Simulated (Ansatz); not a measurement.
The system is NbTe.

```xyz
2
Lattice="3.7030 0.0000 0.0000 -1.8515 3.2069 0.0000 0.0000 0.0000 3.6942" Properties=species:S:1:pos:R:3 pbc="T T T"
Te    1.8515    1.0690    0.0000
Nb    0.0000    0.0000    1.8471
```

The cell comes from a database or a generator and needn't be the stable form of this composition.

Program: Ansatz 0.2.0. Alike in all runs: potentials or basis Ansatz PAW; cell as given. Hardware: 2 threads of Arm Neoverse V2, with other jobs on the host.

Order these runs on this cell by their wall time, lowest first.
A. task band structure; level r2SCAN; spin SOC, no magnetisation; k mesh 6 × 6 × 5; cutoff (eV) 500; smearing fermi-dirac 0.05 eV; points for each segment of the path 14
B. task projected density of states; level PBEsol+U; spin off; U Nb d U = 1 eV; k mesh 8 × 8 × 7; cutoff (eV) 420; smearing fermi-dirac 0.05 eV; hubbard projectors ortho-atomic (the default); double counting fll (the default)
C. task single point; level PBE; spin off; k mesh 8 × 8 × 7; cutoff (eV) 420; smearing gaussian 0.03 eV

C (1.3 s), B (6.9 s), A (41 s).

Caveats: U without spin polarisation on a metal has little footing (some runs); the U is typed as a test and isn't derived for this compound (some runs); the density of states is complete only up to the lowest level of the last band computed (some runs).

Not every run made on this cell is shown here.
